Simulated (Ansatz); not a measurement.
Write a Python script for Ansatz 0.2.0 through its Python package that makes harmonic frequencies at the relaxed geometry of CH6SSn, SMILES [CH3][SnH2][SH]. Use (for the species named): CAM-B3LYP, def2-SVP basis, multiplicity 1.

```xyz
9

C    -0.9155    0.7354   -0.5301
Sn    0.5855   -0.6724   -0.2631
S     1.7738   -0.1474    1.7435
H    -0.4398    1.8010   -0.6349
H    -1.6489    0.7498    0.3111
H    -1.5292    0.5588   -1.4679
H     1.7057   -0.6271   -1.6277
H    -0.0841   -2.2454   -0.1273
H     0.6411   -0.1989    2.5794
```

Script `freq.py`:
```python
# -*- coding: utf-8 -*-
"""Harmonic frequencies of CH6SSn at its relaxed geometry."""

import warnings

import ansatz as az
import numpy as np

warnings.simplefilter("ignore", az.DeckWarning)

geometry_ang = [
    ("C", [-0.9155, 0.7354, -0.5301]),
    ("Sn", [0.5855, -0.6724, -0.2631]),
    ("S", [1.7738, -0.1474, 1.7435]),
    ("H", [-0.4398, 1.801, -0.6349]),
    ("H", [-1.6489, 0.7498, 0.3111]),
    ("H", [-1.5292, 0.5588, -1.4679]),
    ("H", [1.7057, -0.6271, -1.6277]),
    ("H", [-0.0841, -2.2454, -0.1273]),
    ("H", [0.6411, -0.1989, 2.5794]),
]
molecule = az.Crystal.molecule()
for symbol, xyz in geometry_ang:
    molecule = molecule.atom(symbol, xyz)

setup = (
    molecule.calculation()
    .basis(gaussian="def2-SVP")
    .functional("cam_b3lyp")
)
symbols = [site.symbol for site in molecule.cartesian_sites]
start = np.array([site.position_ang for site in molecule.cartesian_sites], dtype=float)
summary = setup.relax(force_tolerance=0.003).run(threads=1, pin="off").report
end = np.array(summary["positions_ang"])

print("final positions (A) and the move of each atom")
for symbol, xyz, old in zip(symbols, end, start):
    print(f"{symbol:2s} {xyz[0]:10.5f} {xyz[1]:10.5f} {xyz[2]:10.5f}   {np.linalg.norm(xyz - old):7.4f}")

# frequencies need a stationary point, so they are taken at the relaxed geometry
minimum = az.Crystal.molecule()
for symbol, place in zip(symbols, end):
    minimum = minimum.atom(symbol, place.tolist())
vibrating = minimum.calculation()
vibrating = vibrating.basis(gaussian="def2-SVP")
vibrating = vibrating.functional("cam_b3lyp")
vibrating = vibrating.phonons(temperatures=(200, 600, 100))
vib = vibrating.run(threads=1, pin="off").report["vibrations"]
sums = vib["harmonic_sums"]
modes = [m["omega_inv_cm"] for m in sums["modes_at_gamma"] if m["rigid_motion"] == "no"]
for number, w in enumerate(modes, start=1):
    print(f"mode {number:2d} {w:9.1f} 1/cm {w / 8065.544 * 1000:8.2f} meV")
print("imaginary modes:", sum(w < 0 for w in modes), " zero-point energy:", round(sums["zero_point_energy_ev"], 4), "eV")
print("T (K)   F_vib (eV)   S_vib (meV/K)   C_vib (meV/K)")
for row in zip(sums["temperatures_k"], sums["vibrational_free_energy_ev"], vib["entropy_ev_per_k"], vib["heat_capacity_ev_per_k"]):
    print(f"{row[0]:6.1f} {row[1]:11.4f} {1000 * row[2]:13.4f} {1000 * row[3]:15.4f}")
```

```console
$ python freq.py
final positions (A) and the move of each atom
C    -0.97378    0.79353   -0.57957    0.0960
Sn    0.56306   -0.67066   -0.26096    0.0226
S     1.82045   -0.13325    1.75087    0.0493
H    -0.52247    1.79138   -0.65783    0.0863
H    -1.68254    0.78820    0.25940    0.0727
H    -1.51983    0.57166   -1.50723    0.0424
H     1.73649   -0.63606   -1.50288    0.1289
H    -0.10506   -2.24000   -0.10081    0.0342
H     0.77229   -0.31101    2.58201    0.1726
mode  1      84.4 1/cm    10.47 meV
mode  2     107.8 1/cm    13.36 meV
mode  3     137.2 1/cm    17.01 meV
mode  4     353.0 1/cm    43.77 meV
mode  5     353.4 1/cm    43.81 meV
mode  6     502.4 1/cm    62.29 meV
mode  7     533.9 1/cm    66.19 meV
mode  8     606.9 1/cm    75.25 meV
mode  9     719.3 1/cm    89.19 meV
mode 10     733.6 1/cm    90.95 meV
mode 11     781.4 1/cm    96.88 meV
mode 12     797.7 1/cm    98.90 meV
mode 13    1235.9 1/cm   153.23 meV
mode 14    1441.0 1/cm   178.66 meV
mode 15    1443.9 1/cm   179.02 meV
mode 16    1937.2 1/cm   240.18 meV
mode 17    1958.0 1/cm   242.76 meV
mode 18    2716.5 1/cm   336.81 meV
mode 19    3072.0 1/cm   380.89 meV
mode 20    3177.5 1/cm   393.97 meV
mode 21    3186.2 1/cm   395.04 meV
imaginary modes: 0  zero-point energy: 1.6043 eV
T (K)   F_vib (eV)   S_vib (meV/K)   C_vib (meV/K)
 200.0      1.5679        0.4190          0.4766
 300.0      1.5142        0.6531          0.6835
 400.0      1.4378        0.8724          0.8421
 500.0      1.3403        1.0742          0.9667
 600.0      1.2235        1.2598          1.0690
```

Notes:
- The frequencies are harmonic and unscaled, in a modest basis.
- def2 sets replace the cores of elements past krypton by effective core potentials.
- Timing: 3.2 min on 1 thread of Arm Neoverse V2 (shared host), peak memory 0.29 GiB.
